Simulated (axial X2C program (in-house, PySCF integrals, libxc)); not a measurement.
# A two-component session on TaGe: properties at the nuclei

Wanted for TaGe: properties at the nuclei, at the two-component level.

Method: two-component X2C with atomic mean-field terms, Ta dyall-cv3z, Ge dyall-cv3z; program: an in-house X2C program for linear molecules on PySCF integrals.

All values are calculated.

### Step 1. Input

File task.json:

```json
{"zs": [73, 32], "q": 0, "bas": ["dyall-cv3z", "dyall-cv3z"], "r0": 2.67, "levels": ["PBE0", "HF", "TPSSh", "r2SCAN", "LDA"], "nst": 3}
```

Keys: zs atomic numbers; q charge; bas basis sets; r0 starting distance in Å; levels methods (HF also brings MP2); nst determinants followed.

Command:

```bash
python soeom.py task.json out
```

Further steps of the session: Expectation values, lowest determinant; Expectation values, a higher determinant; Expectation values, a higher determinant.

Q: Predict the outcome of this session. Wanted: lowest determinant; Eeff magnitude; Ws magnitude Ta; A∥/gI Ta; qzz Ta; higher determinant (for each run or level that gives them).

As calculated:

| quantity | value |
| --- | --- |
| lowest determinant | Ω = 1/2 (excess of +ω over −ω: ω = 1/2) |
| Eeff magnitude (GV/cm), PBE0 | 9.79 |
| Ws magnitude Ta (kHz), PBE0 | 13.9 |
| A∥/gI Ta (MHz), PBE0 | 1440 |
| qzz Ta (a.u.), PBE0 | -2.56 |
| higher determinant | Ω = 5/2 (excess of +ω over −ω: ω = 5/2) |
| Eeff magnitude (GV/cm), PBE0, higher determinant | 8.85 |
| Ws magnitude Ta (kHz), PBE0, higher determinant | 2.12 |
| A∥/gI Ta (MHz), PBE0, higher determinant | 659 |
| qzz Ta (a.u.), PBE0, higher determinant | 2.29 |
| higher determinant | Ω = 3/2 (excess of +ω over −ω: ω = 3/2) |
| Eeff magnitude (GV/cm), PBE0, higher determinant | 12.1 |
| Ws magnitude Ta (kHz), PBE0, higher determinant | 5.88 |
| A∥/gI Ta (MHz), PBE0, higher determinant | -363 |
| qzz Ta (a.u.), PBE0, higher determinant | -2.49 |

In the first state, the effective field runs from 6.41 to 60.9 GV/cm over the mean-field levels, so the levels don't agree on it. The expectation values come from single determinants, which for open shells can mix terms of unlike spin or miss the lowest Ω, so a determinant need not be a state. Eeff is the effective electric field on the electron dipole moment in this Ω state and Ws the scalar–pseudoscalar constant (defined with the proton number Z and per Ω); A∥ is the parallel hyperfine constant, which follows by multiplying with the nuclear g factor gI = μI/(I μN); qzz is the electric field gradient, eQq0 = 234.96 MHz × Q/barn × qzz; μ is positive if Ge is the positive end. The operators were transformed with the bare-nucleus X2C matrices. A second determinant lies within 0.1 eV of the first, so their order is not settled at this level.
